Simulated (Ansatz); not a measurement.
# BrClGaH: the cost of one run

The runs use Ansatz 0.2.0, Gaussian basis; PBE0-D4/def2-SVP.

**1. The system as given**

The start, a first-order saddle point found at PBE0-D4 in triple zeta: 4 atoms, charge 0, spin multiplicity 1.

Atoms are counted from 1 here; the program's logs count them from 0.

Bond lengths: Ga1–Br2 2.787 Å, Ga1–Cl4 2.473 Å, Br2–H3 1.627 Å. Angles: Br2–Ga1–Cl4 74.8°, Ga1–Br2–H3 59.6°.

As a file:

```xyz
4

Ga    1.53435    0.41712   -0.43822
Br   -0.93167   -0.49951   -1.35871
H    -0.70753   -0.18933    0.22222
Cl    0.10485    0.27162    1.57471
```

**2. The run**

File md/in.yaml:

```yaml
crystal:
  periodic: [false, false, false]
  atoms:
    - {symbol: Ga, position_ang: [1.534346, 0.417124, -0.438215]}
    - {symbol: Br, position_ang: [-0.931669, -0.499515, -1.358712]}
    - {symbol: H, position_ang: [-0.707532, -0.189327, 0.222217]}
    - {symbol: Cl, position_ang: [0.104854, 0.271619, 1.574710]}
basis:
  gaussian: {orbitals: def2-SVP}
hamiltonian: {xc: pbe0, dispersion: d4}
md: {n_steps: 40, timestep: 0.5, temperature: 1500, ensemble: nve, seed: 576, initial_velocities: maxwell_boltzmann}
```

On the command line:

```sh
> ansatz run in.yaml --threads 2 --pin off --events-out ev --progress --plain --max-ram 4352MiB
```

**Question.** How long does this run take on 2 threads of Intel Xeon Platinum 8375C at 2.90GHz, shared host?

About 91 s.
